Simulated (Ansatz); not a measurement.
# MgC2, space group P4_2/mnm: a comparison of functionals at one structure

Program: Ansatz's Python interface.

Run as a notebook:

```python
import warnings

import ansatz as az
from tabulate import tabulate

params = {
    'ecut': 380,
    'kmesh': (5, 5, 4),
    'filling': 'fixed',
    'max_iterations': 150,
}
```

```python
warnings.simplefilter('ignore', az.DeckWarning)
```

```python
lattice = az.Lattice.of(
    [3.950777, 0.0, 0.0],
    [0.0, 3.950777, 0.0],
    [0.0, 0.0, 4.987089],
)
sites = [
    ('Mg', [0.5, 0.5, 0.0]),
    ('Mg', [0.0, 0.0, 0.5]),
    ('C', [0.887655, 0.887655, 0.0]),
    ('C', [0.612345, 0.387655, 0.5]),
    ('C', [0.112345, 0.112345, 0.0]),
    ('C', [0.387655, 0.612345, 0.5]),
]
structure = az.Crystal(lattice=lattice)
for symbol, position in sites:
    structure = structure.atom(symbol, position)
```

```python
calc = (
    structure.calculation()
    .basis(params['ecut'])
    .kpoints(*params['kmesh'], center='monkhorst-pack')  # sampling of the Brillouin zone
    .occupations(params['filling'])  # whole-number filling, right only where there is a gap
    .eigensolver('davidson')
    .scf(max_iterations=params['max_iterations'])
    .stress()  # GPa
    .band_table()
)
```

```python
rows = []
for value in ['revpbe', 'rpbe', 'lda', 'blyp', 'pbe']:
    summary = calc.functional(value).run(threads=1).report
    rows.append((value, summary['free_energy_ev'] / len(summary['lattice']['sites']), summary['n_iterations'], sum(summary['stress_gpa'][i][i] for i in range(3)) / 3, summary['gap_by_band_count_ev'], summary['n_kpoints']))

print(tabulate(rows, headers=['functional', 'F/atom (eV)', 'iterations', 'P (GPa)', 'gap by band count (eV)', 'k-points'], floatfmt='.4f', tablefmt='github'))
```

    | functional   |   F/atom (eV) |   iterations |   P (GPa) |   gap by band count (eV) |   k-points |
    |--------------|---------------|--------------|-----------|--------------------------|------------|
    | revpbe       |     -809.4650 |            6 |    1.8759 |                   2.7891 |         12 |
    | rpbe         |     -809.9684 |            6 |    2.4513 |                   2.8054 |         12 |
    | lda          |     -795.3264 |            6 |   -5.4951 |                   2.6450 |         12 |
    | blyp         |     -809.9083 |            6 |    0.9488 |                   2.9532 |         12 |
    | pbe          |     -808.1336 |            6 |   -0.2707 |                   2.7544 |         12 |

The cutoff lies under the one recommended for these potentials. Semilocal gaps usually lie well under measured ones. Under the recommended cutoff a pressure can be off by several GPa, even in sign. This mesh misses the zone centre, where many direct gaps lie, so the gap can be several times too large. Pressure is positive in compression. This cell is a computed structure, which may not be the phase found in nature. Levels are Kohn-Sham eigenvalues on this mesh. Total energies of different functionals can't be compared; pressures, moments and gaps at this one structure can. The script silences the warnings on its input, which a real study should read. It ran for 11 s on 1 thread of Arm Neoverse V1 (shared host), peak memory 0.35 GiB.
